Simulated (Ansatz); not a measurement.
# Cl4H2In2: the cost of one run

The runs use Ansatz 0.2.0, Gaussian basis; r2SCAN/def2-SVP with D4 dispersion.

## 1. Structure used throughout

The geometry comes from an earlier relaxation with PBE0-D4 in a triple-zeta def2 set; it is a stationary point, not always the lowest conformer. In takes the def2 core potential; no spin-orbit term is included.

8 atoms, charge 0, spin multiplicity 1.

Atoms are counted from 1 here; the program's logs count them from 0.

Bond lengths: Cl1–In2 2.306 Å, In2–Cl3 2.527 Å, In2–Cl6 2.529 Å, In2–H7 1.692 Å, Cl3–In4 2.529 Å, In4–Cl5 2.306 Å, In4–Cl6 2.527 Å, In4–H8 1.692 Å. Angles: Cl1–In2–Cl3 104.3°, Cl1–In2–Cl6 104.2°, Cl1–In2–H7 131.3°, Cl3–In2–Cl6 87.1°, Cl3–In2–H7 110.5°, Cl6–In2–H7 110.5°, In2–Cl3–In4 92.3°, Cl3–In4–Cl5 104.2°, Cl3–In4–Cl6 87.1°, Cl3–In4–H8 110.5°, Cl5–In4–Cl6 104.3°, Cl5–In4–H8 131.3°, Cl6–In4–H8 110.5°, In2–Cl6–In4 92.3°.

## 2. Dynamics

in.yaml reads:

```yaml
crystal:
  periodic: [false, false, false]
  atoms:
    - {symbol: Cl, position_ang: [2.024103, 0.161372, -2.423479]}
    - {symbol: In, position_ang: [1.825713, -0.016379, -0.132513]}
    - {symbol: Cl, position_ang: [0.031631, -1.764050, 0.203349]}
    - {symbol: In, position_ang: [-1.772321, -0.009870, 0.458129]}
    - {symbol: Cl, position_ang: [-2.692138, 0.166980, -1.649501]}
    - {symbol: Cl, position_ang: [0.079703, 1.709321, 0.475469]}
    - {symbol: H, position_ang: [2.996826, -0.126583, 1.083785]}
    - {symbol: H, position_ang: [-2.493507, -0.120789, 1.984762]}
basis:
  gaussian: {orbitals: def2-SVP}
hamiltonian: {xc: {name: r2SCAN}, dispersion: d4}
md: {timestep: 2 fs, n_steps: 20, ensemble: nvt_langevin, temperature: 500, initial_velocities: maxwell_boltzmann, friction: 0.01, seed: 554}
```

Launch:

```bash
ansatz run in.yaml --threads 2 --pin off --events-out ev --progress --plain --max-ram 20480MiB --backend cpu
```

What time and memory should one allow on 2 threads of AMD EPYC 7R13, shared host?

About 2.5 min, with a peak of 0.28 GiB.
